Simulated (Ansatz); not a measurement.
## CrW, space group Cmmm: a scan of frozen spin spirals, step by step

Program: Ansatz 0.2.0 through its Python package.

Run as a notebook:

**Cell 1**
```python
import warnings

import ansatz as az
import numpy as np
import pandas as pd
```

**Cell 2**
```python
warnings.simplefilter("ignore", az.DeckWarning)
```

**Cell 3**
```python
crw = (
    az.Lattice.of((1.528967, -2.19122492, 0.0), (1.528967, 2.19122492, 0.0), (0.0, 0.0, 4.2180956))
    .atom("Cr", (0.0, 0.0, 0.0), moment=3, axis=(1, 0, 0))
    .atom("W", (0.5, 0.5, 0.5))
)
base = (
    crw.calculation()
    .functional("LDA")
    .kpoints(7, 7, 5)
    .occupations("Marzari-Vanderbilt", width=0.05)  # the run then minimises F = E - TS
    .spin("noncollinear")
)
# q in fractions of the reciprocal vectors; the moments turn in the xy plane
rows = []
for q in [0, 0.05, 0.1, 0.2]:
    data = base.spin_spiral(tuple(q * np.eye(3)[1])).run().report
    rows.append((q, data["free_energy_ev"], float(np.linalg.norm(data["site_moments_nc_mub"], axis=1).max()), data["n_kpoints"]))
rows = [(q, 1000 * (e - rows[0][1]), m, nk) for q, e, m, nk in rows]
print(pd.DataFrame(rows, columns=["q", "F - F(q=0) meV", "largest moment muB", "k-points"]).round(4).to_string(index=False))
```
Output:
```text
RunWarning: the starting moments were not kept: the SCF closed with an absolute magnetisation of 1.4e-1 μB, where they sum to 3 μB in size (1 site). That is at most 0.1 of that sum. The system's moment may be that small; this SCF shows only that its start led to no larger one. To try another start: change the starting moments (crystal.atoms[].spin, magnetization.per_species, [...]
   q  F - F(q=0) meV  largest moment muB  k-points
0.00          0.0000              0.1254        48
0.05        -11.1097              0.0000        75
0.10        -29.1472              0.0000        75
0.20        -23.8698              0.0000        75
```

Caveats:
- Total energies depend on the potentials; only differences at equal settings carry meaning. A total without «per atom» is that of the cell as typed.
- The SCF didn't keep the moments it started from (some shrank, vanished or turned); what is printed is the state reached.
- For a metal this k-point mesh is coarse: on a finer one energies can move by several to tens of meV an atom and pressures by half a GPa or more, differences at one mesh by less.
- Spin-orbit coupling, which matters for elements this heavy, is left out.
- The structure comes from a database of computed cells and needn't be a stable or known phase.
- Warnings are shown shortened and without file and line.
- Spirals without spin-orbit coupling; moments are free to shrink along the scan.
- The script silences the warnings on its input, which a real study should read.
- It ran for 2.3 min on 1 thread of Arm Neoverse V2, with other jobs on the host, peak memory 0.53 GiB.

(Lines on the test bed's own set-up are left out of the output.)
